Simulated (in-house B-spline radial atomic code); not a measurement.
# Pm in a hard spherical wall

What does confinement do to Pm? The free system is solved first, then the same system inside hard walls. More than one configuration is followed.

The numbers are computed with in-house B-spline radial atomic code version 1 (scalar-relativistic (spin-free one-electron X2C) Hartree-Fock, spin-polarised, average of configuration, Fermi nucleus, basis-set limit), except any that are marked as measured or tabulated.

### 1 The system

| Item | Value |
| --- | --- |
| element | promethium (Z = 61) |
| charge | 0 |
| electrons | 61 |
| configuration | [Xe] 4f5 6s2 |
| Hamiltonian | scalar-relativistic (X2C) |
| nucleus | Fermi, rms radius 4.962 fm |

The outer shells:

[Xe] 4f5 6s2
```
[Xe] core
4f [↑ ][↑ ][↑ ][↑ ][↑ ][  ][  ]
6s [↑↓]
```

Where spins are not typed, each open shell is filled with up spins first.

Settings, as recorded:

```ini
Z = 61
electrons = 61.0
configuration = [Xe] 4f5 6s2
hamiltonian = x2c
method = hf
spin_polarised = True
nucleus = fermi
rms_radius = 4.961999461404065
mass_number = 145
atomic_mass = 144.912755748
speed_of_light = 137.035999084
```

The reference is known from an earlier run: -10016.167142 hartree in all. Up to eight levels, counted from the top:

```csv
orbital,occupation,energy (eV),<r> (bohr)
4d down,5,-135.16,0.6908
5s up,1,-53.523,1.456
5s down,1,-50.275,1.483
5p up,3,-29.657,1.691
5p down,3,-27.133,1.741
4f up,5,-12.434,0.9719
6s up,1,-4.871,4.663
6s down,1,-4.706,4.774
```

### 2 Wall at 7.3 bohr, configuration [Xe] 4f5 6s2

Settings, as recorded:

```ini
Z = 61
electrons = 61.0
configuration = [Xe] 4f5 6s2
hamiltonian = x2c
method = hf
spin_polarised = True
nucleus = fermi
rms_radius = 4.961999461404065
mass_number = 145
atomic_mass = 144.912755748
speed_of_light = 137.035999084
wall_radius = 7.3
```

### 3 Wall at 3.74 bohr, configuration [Xe] 4f5 6s2

Settings: those of step 2 with these lines changed.

```diff
@@ -11,2 +11,2 @@
 speed_of_light = 137.035999084
-wall_radius = 7.3
+wall_radius = 3.74
```

### 4 Wall at 1.78 bohr, configuration [Xe] 4f5 6s2

Settings: those of step 3 with these lines changed.

```diff
@@ -11,2 +11,2 @@
 speed_of_light = 137.035999084
-wall_radius = 3.74
+wall_radius = 1.78
```

### 5 Wall at 7.3 bohr, configuration [Xe] 4f5 5d1 6s1

Settings, as recorded:

```ini
Z = 61
electrons = 61.0
configuration = [Xe] 4f5 5d1 6s1
hamiltonian = x2c
method = hf
spin_polarised = True
nucleus = fermi
rms_radius = 4.961999461404065
mass_number = 145
atomic_mass = 144.912755748
speed_of_light = 137.035999084
wall_radius = 7.3
```

### 6 Wall at 3.74 bohr, configuration [Xe] 4f5 5d1 6s1

Settings: those of step 5 with these lines changed.

```diff
@@ -11,2 +11,2 @@
 speed_of_light = 137.035999084
-wall_radius = 7.3
+wall_radius = 3.74
```

### 7 Wall at 1.78 bohr, configuration [Xe] 4f5 5d1 6s1

Settings: those of step 6 with these lines changed.

```diff
@@ -11,2 +11,2 @@
 speed_of_light = 137.035999084
-wall_radius = 3.74
+wall_radius = 1.78
```

### 8 Wall at 7.3 bohr, configuration [Kr] 4d9 4f6 5s2 5p6 6s2

Settings, as recorded:

```ini
Z = 61
electrons = 61.0
configuration = [Kr] 4d9 4f6 5s2 5p6 6s2
hamiltonian = x2c
method = hf
spin_polarised = True
nucleus = fermi
rms_radius = 4.961999461404065
mass_number = 145
atomic_mass = 144.912755748
speed_of_light = 137.035999084
wall_radius = 7.3
```

### 9 Wall at 3.74 bohr, configuration [Kr] 4d9 4f6 5s2 5p6 6s2

Settings: those of step 8 with these lines changed.

```diff
@@ -11,2 +11,2 @@
 speed_of_light = 137.035999084
-wall_radius = 7.3
+wall_radius = 3.74
```

### 10 Wall at 1.78 bohr, configuration [Kr] 4d9 4f6 5s2 5p6 6s2

Settings: those of step 9 with these lines changed.

```diff
@@ -11,2 +11,2 @@
 speed_of_light = 137.035999084
-wall_radius = 3.74
+wall_radius = 1.78
```

What do the energy and the highest level do as the wall closes in, and which configuration is lower at each radius?

The runs gave:

| configuration | radius (bohr) | energy above the free system (eV) | highest level (eV) |
| --- | --- | --- | --- |
| [Xe] 4f5 6s2 | 7.3 | 1.639 | -3.425 (6s down) |
| [Xe] 4f5 6s2 | 3.74 | 44.264 | 18.237 (6s down) |
| [Xe] 4f5 6s2 | 1.78 | 1135.09 | 319.08 (6s down) |
| [Xe] 4f5 5d1 6s1 | 7.3 | 2.271 | -2.984 (5d up) |
| [Xe] 4f5 5d1 6s1 | 3.74 | 32.314 | 17.189 (6s up) |
| [Xe] 4f5 5d1 6s1 | 1.78 | 955.81 | 315.87 (6s up) |
| [Kr] 4d9 4f6 5s2 5p6 6s2 | 7.3 | 118.93 | -3.402 (6s down) |
| [Kr] 4d9 4f6 5s2 5p6 6s2 | 3.74 | 161.30 | 18.298 (6s down) |
| [Kr] 4d9 4f6 5s2 5p6 6s2 | 1.78 | 1252.30 | 318.99 (6s down) |

What this shows: For [Xe] 4f5 6s2 the energy above the free reference is 1.639 eV at 7.3 bohr and 1135.09 eV at 1.78 bohr. Its highest level passes zero between 7.3 and 3.74 bohr; in smaller spheres the level is positive, pushed up by confinement, and the wall keeps the electron in. The order of [Xe] 4f5 6s2 and [Xe] 4f5 5d1 6s1 turns between 7.3 and 3.74 bohr, so at equal radius strong confinement favours [Xe] 4f5 5d1 6s1. At 1.78 bohr the lowest of all 3 is [Xe] 4f5 5d1 6s1. A hard wall is a crude model of an atom's surroundings.
